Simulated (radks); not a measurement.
# Taking charge from the 6s level of Dy⁺ in fractions

The task here is to estimate one member of a computed series from the others.

Method: scalar-relativistic Kohn-Sham, PBE, spin-polarised, spherical densities, point nucleus; open shells are filled with parallel spins first. Code: radks (a radial shooting solver on a logarithmic mesh, Libxc functionals) version 1.

## The atom as given

```
element       : dysprosium (Z = 66)
charge        : +1
electrons     : 65
configuration : [Xe] 4f10 6s(up 1, down 0)
```

A shell typed twice in an input gives spin up, then spin down.

The first run:

The run's settings:

```text
Z 66
configuration [Xe] 4f10 6s1 6s0
relativity scalar-relativistic
functional pbe,pbe
spin polarised
nucleus point
c 137.035999084
```

Among the steps run: Start: [Xe] 4f10 6s(up 1, down 0).

One table of the session follows, with a row left open; its other results are not shown here.

It belongs to the step «Start: [Xe] 4f10 6s(up 1, down 0)». Sizes of the orbitals, from the radial functions (bohr):

```
  level     <r>  outermost maximum (interpolated)  90 % within  nodes
  5s up   1.297                              1.16         1.87      4
5s down   1.307                              1.16         1.89      4
  5p up   1.537                              1.32         2.27      3
5p down   1.552                              1.33         2.29      3
  4f up  0.8612                             0.539         1.50      0
  6s up       ?                                 ?            ?      ?
6s down   3.657                              3.23         5.30      5
4f down  0.8992                             0.540         1.60      0
```

**Question.** Estimate the row for 6s up.

**Answer.** <r>: 3.679; outermost maximum (interpolated): 3.22; 90 % within: 5.35; nodes: 5. In the column «<r>» it is the highest.
